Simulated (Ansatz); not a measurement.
# C3H11BSi: small, medium and large basis sets

Aim: see how fast density functionals converge with the basis set for C3H11BSi.

Program: Ansatz 0.2.0, Gaussian basis. Level of theory: one geometry, several basis sets. These are calculated values, not measurements.

Levels to be run: PBE0-D4/def2-SVP; ωB97M-V/def2-SVP; PBE0-D4/def2-QZVPP; ωB97M-V/def2-QZVPP; the functionals' def2-TZVPP values are taken from earlier runs.

**1. The geometry**

The geometry comes from an earlier relaxation with PBE0-D4 in a triple-zeta def2 set; it is a stationary point, not always the lowest conformer.

SMILES `BCC(C)[SiH3]`, 16 atoms, charge 0, spin multiplicity 1.

Atoms are counted from 1 here; the program's logs count them from 0.

Bond lengths: B1–C2 1.549 Å, B1–H6 1.198 Å, B1–H7 1.199 Å, C2–C3 1.529 Å, C2–H8 1.097 Å, C2–H9 1.113 Å, C3–C4 1.526 Å, C3–Si5 1.883 Å, C3–H10 1.098 Å, C4–H11 1.095 Å, C4–H12 1.094 Å, C4–H13 1.093 Å, Si5–H14 1.489 Å, Si5–H15 1.491 Å, Si5–H16 1.490 Å. Angles: C2–B1–H6 120.2°, C2–B1–H7 120.9°, H6–B1–H7 118.6°, B1–C2–C3 119.1°, B1–C2–H8 112.6°, B1–C2–H9 99.3°, C3–C2–H8 111.6°, C3–C2–H9 109.3°, H8–C2–H9 102.9°, C2–C3–C4 112.7°, C2–C3–Si5 109.4°, C2–C3–H10 108.2°, C4–C3–Si5 111.4°, C4–C3–H10 108.9°, Si5–C3–H10 106.0°, C3–C4–H11 110.9°, C3–C4–H12 111.1°, C3–C4–H13 112.1° and more.

**2. PBE0-D4 in def2-SVP**

The input, in.yaml:

```yaml
crystal:
  periodic: [false, false, false]
  atoms:
    - {symbol: B, position_ang: [-0.215025, 2.142339, 0.777142]}
    - {symbol: C, position_ang: [0.278063, 0.679476, 0.898921]}
    - {symbol: C, position_ang: [0.351512, -0.188743, -0.357820]}
    - {symbol: C, position_ang: [1.187203, -1.448535, -0.153573]}
    - {symbol: Si, position_ang: [-1.392405, -0.607574, -0.932853]}
    - {symbol: H, position_ang: [-0.528491, 2.756845, 1.756212]}
    - {symbol: H, position_ang: [-0.204769, 2.710390, -0.279049]}
    - {symbol: H, position_ang: [-0.193303, 0.143902, 1.732597]}
    - {symbol: H, position_ang: [1.308231, 0.868175, 1.276398]}
    - {symbol: H, position_ang: [0.799892, 0.409538, -1.161442]}
    - {symbol: H, position_ang: [2.210028, -1.195048, 0.144071]}
    - {symbol: H, position_ang: [0.765250, -2.077676, 0.636092]}
    - {symbol: H, position_ang: [1.246661, -2.054344, -1.061644]}
    - {symbol: H, position_ang: [-1.381363, -1.330138, -2.234338]}
    - {symbol: H, position_ang: [-2.194898, 0.640005, -1.078761]}
    - {symbol: H, position_ang: [-2.059387, -1.471314, 0.082249]}
basis:
  gaussian: {orbitals: def2-SVP}
hamiltonian: {xc: pbe0, dispersion: d4}
output: {orbitals: {seedname: orbitals}}
```

Started as:

```bash
ansatz run in.yaml --threads 4 --pin off --events-out ev --progress --plain --max-ram 10444MiB
```

Further steps of the session: ωB97M-V in def2-SVP; PBE0-D4 in def2-QZVPP; ωB97M-V in def2-QZVPP.

Before running them: what should the planned runs give, taken together? Wanted: PBE0-D4: double and triple zeta above quadruple; ωB97M-V: double and triple zeta above quadruple.

**Answer**, as computed:

| quantity | value |
| --- | --- |
| PBE0-D4: double and triple zeta above quadruple | 7.50, 0.51 eV |
| ωB97M-V: double and triple zeta above quadruple | 7.83, 0.48 eV |

PBE0-D4 gains 6.99 eV from double to triple zeta, then 0.51 eV more. These are total energies; as a rule much of such shifts cancels in differences, which this series doesn't test.
